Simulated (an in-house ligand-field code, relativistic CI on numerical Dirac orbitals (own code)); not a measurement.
**d6 to d9 in a ligand field: terms by electron count**

Which terms of d6 to d9 lie lowest for given Racah parameters and ligand field?

Method: parametric ligand-field model of a d^n configuration (Racah B and C, spin-orbit zeta, crystal field), exact diagonalisation. Code: an in-house ligand-field code version 1.

## (1) The system

```
shell        : d6 to d9
set 1 (cm⁻¹) : d6: B = 910, C = 4210, Oh, 10Dq = 19200
set 2 (cm⁻¹) : d7: B = 910, C = 4210, Oh, 10Dq = 19200
set 3 (cm⁻¹) : d8: B = 910, C = 4210, Oh, 10Dq = 19200
set 4 (cm⁻¹) : d9: B = 910, C = 4210, Oh, 10Dq = 19200
```

## (2) Set 1

Settings of the run:

```ini
n = 6
racah_B = 910  # cm-1
racah_C = 4210  # cm-1
zeta = 0  # cm-1
symmetry = Oh
field = {"10Dq": 19200}  # cm-1
```

On the command line:

```console
> python run_levels.py task.json out
```

One command runs all members of the session, one after another, from task.json.

## (3) Set 2

The settings differ from step 2 so:

```diff
@@ -1,2 +1,2 @@
-n = 6
+n = 7
 racah_B = 910  # cm-1
```

## (4) Set 3

The settings differ from step 3 so:

```diff
@@ -1,2 +1,2 @@
-n = 7
+n = 8
 racah_B = 910  # cm-1
```

## (5) Set 4

The settings differ from step 4 so:

```diff
@@ -1,2 +1,2 @@
-n = 8
+n = 9
 racah_B = 910  # cm-1
```

(Steps that only read results are left out.)

Q: Predict the outcome of this session. Wanted: lowest terms; sets at their largest spin, of those that allow S over 1.

As calculated:

| set | 10Dq/B (size) | lowest | S | electrons in z² and x²-y² | first level of the same spin (cm⁻¹) |
| --- | --- | --- | --- | --- | --- |
| 1: Oh, d6 | 21.1 | 1A1 | 0.00 | 0.07 | 1T1 16808 |
| 2: Oh, d7 | 21.1 | 4T1 | 1.50 | 2.04 | 4T2 17518 |
| 3: Oh, d8 | 21.1 | 3A2 | 1.00 | 2.00 | 3T2 19200 |
| 4: Oh, d9 | 21.1 | 2E | 0.50 | 3.00 | 2T2 19200 |

| quantity | value |
| --- | --- |
| lowest terms | 1: 1A1, 2: 4T1, 3: 3A2, 4: 2E |
| sets at their largest spin, of those that allow S over 1 | 2 |

**Reading.** 3 of 4 sets have the highest spin that their shell allows. B, C and the field are free parameters here, not those of a compound.
